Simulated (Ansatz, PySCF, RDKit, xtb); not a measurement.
**Which structure has the formula GaH2O?**

Only the formula GaH2O is given (odd number of electrons). Aim: find the structure of lowest free energy at 1000 K, then its properties.

The funnel: GFN2-xTB relaxations, single points with a density functional, relaxations at PBE0-D3(BJ)/pcseg-1, harmonic vibrations, and a last energy at a higher level. All values are calculated.

3 further runs of the same task are left out: 3 set aside as unsound or not needed.

## (1) Candidates

All bonding patterns within simple valence rules are listed by program: one Lewis structure each, at most two rings and one unusual centre or charged pair. O–O, O–halogen and N–halogen bonds and N–N–N chains are not drawn. That gives 2 candidates.

```csv
label,SMILES,spin
c510,[OH][GaH],doublet
c788,[O][GaH2],doublet
```

Candidates are built by distance geometry, with a force field where one applies, in up to four conformers (letters a to d). 6 starts with atoms placed at random are added, to find patterns that the rules miss.

Q: Predict the outcome of this search (final energies at CCSD(T)/def2-TZVPP).

| quantity | value |
| --- | --- |
| lowest structure found | [OH][GaH], doublet, Cs |
| next finalist | [O][GaH2], doublet, 34.9 kcal/mol higher in G |
| share at equilibrium, among the finalists | 100.0 % |
| harmonic wavenumbers, lowest and highest (PBE0-D3(BJ)/pcseg-1) | 422 and 3878 cm⁻¹ |
| rotational constants, same geometry | 6.187, 0.3514, 0.3325 cm⁻¹ |
| dipole moment (PBE0/def2-TZVPD) | 1.62 D |
| HOMO energy (highest over α and β) (PBE0/def2-TZVPD) | -5.98 eV |
| LUMO energy (lowest over α and β) (PBE0/def2-TZVPD) | -2.75 eV |
| lowest excitation (TD-PBE0/def2-SVPD) | 2.85 eV (f = 0.030) |
| strongest of the states computed, same level | 5.37 eV (f = 0.097) |
| vertical ionisation energy (to the singlet cation) | 8.37 eV |
| vertical electron affinity | 0.91 eV |
| vertical quartet less doublet | +5.64 eV |

The search ends on `[OH][GaH]`. Among the finalists first place is clear (34.9 kcal/mol); structures outside the list aren't covered. GFN2-xTB, HF/STO-3G, r2SCAN-D4/def2-SVP, PBE0-D3(BJ)/pcseg-1, HF/def2-TZVPP and MP2/def2-TZVPP already put its bonding pattern lowest among the structures in one piece. The stability test raises a flag; for an open shell a flag towards a general spinor solution can be the free rotation of the spin. Lowest found is not proven lowest: the search is finite, and each finalist counts with one conformer.
